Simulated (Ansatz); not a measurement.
# GeH₃O radical: a ladder of functionals and wavefunction methods

The task here is to estimate one member of a computed series from the others.

Method: functionals in def2-TZVPP, the program's frozen cores in correlated methods; program: Ansatz 0.2.0, Gaussian basis.

The runs, in order: LDA (SPW92), PBE-D4, revPBE-D4, BLYP-D4, r2SCAN-D4, B97M-V, PBE0-D4, B3LYP-D4, r2SCANh-D4, r2SCAN0-D4, HSE06-D4, BHLYP-D4, CAM-B3LYP-D4, LC-ωPBE, ωB97X-V, ωB97M-V, B2PLYP, PBE-QIDH; CCSD(T)/def2-SVP; CCSD(T)/def2-TZVPP; MP2/def2-QZVPP; extrapolation to the limit; RPA on PBE.

### The geometry

An earlier PBE0-D4 in a triple-zeta def2 set relaxation fixed the geometry.

SMILES `[O][GeH3]`, 5 atoms, charge 0, spin multiplicity 2.

Atoms are counted from 1 here; the program's logs count them from 0.

Bond lengths: O1–Ge2 1.795 Å, Ge2–H3 1.536 Å, Ge2–H4 1.536 Å, Ge2–H5 1.537 Å. Angles: O1–Ge2–H3 109.7°, O1–Ge2–H4 109.7°, O1–Ge2–H5 102.4°, H3–Ge2–H4 111.5°, H3–Ge2–H5 111.6°, H4–Ge2–H5 111.6°.

Geometry (Å):

```
atom    x (Å)    y (Å)    z (Å)
  O1  -1.4439   0.4186   0.7773
 Ge2   0.0723  -0.0563  -0.0569
  H3  -0.1622  -0.0912  -1.5747
  H4   0.5480  -1.4181   0.4715
  H5   1.0357   1.0734   0.3414
```

The first run:

Input file in.yaml:

```yaml
crystal:
  periodic: [false, false, false]
  atoms:
    - {symbol: O, position_ang: [-1.443947, 0.418578, 0.777294]}
    - {symbol: Ge, position_ang: [0.072258, -0.056317, -0.056877]}
    - {symbol: H, position_ang: [-0.162214, -0.091173, -1.574727]}
    - {symbol: H, position_ang: [0.547956, -1.418134, 0.471541]}
    - {symbol: H, position_ang: [1.035746, 1.073447, 0.341368]}
basis:
  gaussian: {orbitals: def2-TZVPP}
magnetization: {spin_polarized: true, initial_magnetization: 1}
hamiltonian: {xc: lda}
output: {orbitals: {seedname: orbitals}}
```

Steps of the session up to this table: LDA; PBE-D4 (GGA); revPBE-D4 (GGA); BLYP-D4 (GGA); r2SCAN-D4 (meta-GGA); B97M-V (meta-GGA); PBE0-D4 (hybrid); B3LYP-D4 (hybrid); r2SCANh-D4 (hybrid); r2SCAN0-D4 (hybrid); HSE06-D4 (hybrid); BHLYP-D4 (hybrid); CAM-B3LYP-D4 (range-separated); LC-ωPBE-D4 (range-separated; the results give it without D4); ωB97X-V (range-separated); ωB97M-V (range-separated); B2PLYP (double hybrid); PBE-QIDH (double hybrid).

One table of the session follows, with a row left open; its other results are not shown here.

It belongs to the step «Orbital energies across the functionals». 

```
  functional  HOMO (eV)  LUMO (eV)  gap (eV)
 LDA (SPW92)      -6.58      -6.47      0.11
      PBE-D4      -6.61      -5.91      0.70
   revPBE-D4      -6.58      -5.77      0.81
     BLYP-D4      -6.54      -5.89      0.65
   r2SCAN-D4      -7.05      -5.17      1.89
      B97M-V      -7.23      -5.17      2.07
     PBE0-D4      -8.38      -4.08      4.30
    B3LYP-D4      -8.12      -4.66      3.46
  r2SCANh-D4      -7.70      -4.51      3.19
  r2SCAN0-D4      -8.65      -3.53      5.12
    HSE06-D4      -7.96      -4.49      3.48
    BHLYP-D4      -9.98      -2.30      7.68
CAM-B3LYP-D4      -9.86      -2.97      6.90
     LC-ωPBE     -11.26      -1.47      9.79
     ωB97X-V     -10.89      -1.83      9.06
     ωB97M-V          ?          ?         ?
```

Q: Estimate the row for ωB97M-V from the others.

As computed: HOMO (eV): -10.77; LUMO (eV): -1.86; gap (eV): 8.91. In the column «HOMO (eV)» it lies between ωB97X-V (-10.89) and BHLYP-D4 (-9.98).
